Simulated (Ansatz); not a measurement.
# ClMo: the cost of one run

The runs use Ansatz 0.2.0, Gaussian basis; def2-QZVPP, core rule «outside noble gas», up to 9 orbitals frozen.

The runs, in order: UHF; ROHF; CCSD(T) on UHF.

## Step 1: What is computed

The geometry is a PBE0/def2-TZVP stationary point (not a proven minimum) of the parent state, kept for this charge and spin. No spin-orbit coupling is included. Elements past krypton take def2 core potentials.

2 atoms, charge 1, spin multiplicity 5.

Atoms are counted from 1 here; the program's logs count them from 0.

Bond lengths: Mo1–Cl2 2.281 Å.

As a file:

```xyz
2

Mo    0.0000    0.0000    0.0000
Cl    0.0000    0.0000    2.2806
```

## Step 2: UHF

in.yaml

```yaml
crystal:
  periodic: [false, false, false]
  atoms:
    - {symbol: Mo, position_ang: [0.000000, 0.000000, 0.000000]}
    - {symbol: Cl, position_ang: [0.000000, 0.000000, 2.280600]}
basis:
  gaussian: {orbitals: "def2-QZVPP.json"}
total_charge: 1
magnetization: {spin_polarized: true, initial_magnetization: 4}
hamiltonian: {xc: hf}
output: {orbitals: {seedname: orbitals}}
```

On the command line:

```console
> ansatz run in.yaml --threads 1 --pin off --events-out ev --progress --plain --max-ram 4096MiB --backend cpu
```

What time and memory should one allow on 1 thread of AMD EPYC 7R13, shared host?

About 22 s, with a peak of 0.39 GiB.
